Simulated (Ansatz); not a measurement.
The first iterations of a band of a periodic cell of 17 atoms, InW$_{8}$C$_{8}$ (surface WC(001), adsorbate In).

Method: DFT LDA, scalar-relativistic, plane waves, PAW in Ansatz. Settings: PAW set soft_1, cutoff 420 eV, k mesh 5x5x1, gaussian smearing 0.05 eV, no spin polarisation.

| Item | Value |
| --- | --- |
| movable images | 3 |
| climbing image | yes |
| spring | 5.0 eV/Å² |
| optimiser | quadratic models (default) |
| start path | default |
| force threshold | 0.2 eV/Å |
| iteration limit | 38 |
| end points | relaxed |
| atoms held | 1, 5, 9, 13 |

Image 0:

```xyz
17
Lattice="5.7877 0.0000 0.0000 -2.8939 5.0123 0.0000 0.0000 0.0000 17.2448" Properties=species:S:1:pos:R:3
W 0.000 0.000 1.000
C 1.446 0.835 2.297
W -0.003 -0.003 3.837
C 1.434 0.827 4.967
W -1.447 2.506 1.000
C -0.001 3.341 2.290
W -1.454 2.501 3.803
C -0.003 3.338 4.883
W 2.894 0.000 1.000
C 4.340 0.835 2.297
W 2.891 0.001 3.803
C 4.347 0.827 4.967
W 1.447 2.506 1.000
C 2.893 3.341 2.297
W 1.447 2.501 3.803
C 2.891 3.349 4.967
In 2.891 1.668 6.609
```

Image 4:

Only the atoms that move by more than 0.05 Å are listed.
```
C4 1.444 0.832 4.883
C8 -0.013 3.333 4.967
In17 1.444 4.174 6.609
```

| iteration | highest image above the first end (eV) | largest band force component (eV/Å) |
| --- | --- | --- |
| 1 | 1.495 | 5.947 |
| 2 | 0.724 | 2.253 |

Task: Does the band converge within its limit, and where does its top end?

Result: The forces met the threshold. It ended after 7 iterations with the highest image 0.299 eV above the first end. The threshold of 0.2 eV/Å is loose, so the images may lie well off the minimum-energy path. The order of the stationary point at the top wasn't checked. Limits of this set-up: coarse k mesh, thin slab, slab without dipole correction, odd electron count without spin, PAW files made for another functional.

The run took 13 min on 4 threads of Intel(R) Xeon(R) Processor @ 2.50GHz (Skylake/Cascade Lake) (shared host), peak memory 2.7 GiB.
